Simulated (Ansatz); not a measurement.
# Si: the cost of one run

Method: DFT r2SCAN, scalar-relativistic, plane waves, PAW, in Ansatz 0.2.0.

5 further runs of the same task are left out: 2 that didn't finish, 3 set aside as unsound or not needed.

## 1. The system as given

Symmetry: I4_1/amd, No. 141, tetragonal system. The conventional cell has a = 4.802 Å, b = 4.802 Å, c = 2.645 Å, α = 90.00°, β = 90.00°, γ = 90.00°. Around Si (site symmetry -4m2) lie 6 Si at 2.49 to 2.64 Å.

Structure file:

```cif
data_structure
_symmetry_space_group_name_H-M 'P 1'
_symmetry_Int_Tables_number 1
_cell_length_a 2.6447
_cell_length_b 3.6442
_cell_length_c 13.5832
_cell_angle_alpha 90.000
_cell_angle_beta 90.000
_cell_angle_gamma 68.723
_cell_volume 121.99
loop_
_atom_site_label
_atom_site_type_symbol
_atom_site_fract_x
_atom_site_fract_y
_atom_site_fract_z
_atom_site_occupancy
Si1 Si 0.50000 0.50000 0.12500 1
Si2 Si 0.00000 0.50000 0.87500 1
Si3 Si 0.50000 0.50000 0.62500 1
Si4 Si 0.00000 0.50000 0.37500 1
Si5 Si 0.00000 0.00000 0.25000 1
Si6 Si 0.50000 0.00000 0.00000 1
Si7 Si 0.00000 0.00000 0.75000 1
Si8 Si 0.50000 0.00000 0.50000 1
```

It goes back to an entry of the Materials Project, which need not be the stable form.

It is built from the cell relaxed beforehand with the same method (15.25 Å³/atom).

## 2. The undisturbed cell

The input, input.yaml:

```yaml
crystal:
  lattice:
    - [0.0, 0.0, -2.6447431786]
    - [-2.4012010071, -2.4012010071, -1.3223715893]
    - [-9.6048040284, 9.6048040284, 0.0]
  atoms:
    - { symbol: Si, position: [0.5, 0.5, 0.125] }
    - { symbol: Si, position: [0.0, 0.5, 0.875] }
    - { symbol: Si, position: [0.5, 0.5, 0.625] }
    - { symbol: Si, position: [0.0, 0.5, 0.375] }
    - { symbol: Si, position: [0.0, 0.0, 0.25] }
    - { symbol: Si, position: [0.5, 0.0, 0.0] }
    - { symbol: Si, position: [0.0, 0.0, 0.75] }
    - { symbol: Si, position: [0.5, 0.0, 0.5] }
basis:
  ecutwfc: 500
kpoints:
  mp_grid: { grid: [24, 17, 5] }
hamiltonian:
  xc: r2scan
scf:
  occupations: { method: gaussian, width: 0.15 }
output:
  forces: true
  stress: true
  eigenvalues: true
  write_density: true
  write_potential: true
  elf: true
  volumetric_format: npy
```

Started as:

```bash
> ansatz run input.yaml --threads 2 --pin off --max-ram 5120MiB --backend cpu --events-out ev --progress --plain --runs-dir out
```

**Question.** How long does this run take on 2 threads of Intel Xeon Platinum 8488C (Sapphire Rapids), shared host, and how much memory does it need?

About 81 s, with a peak of 1.9 GiB.
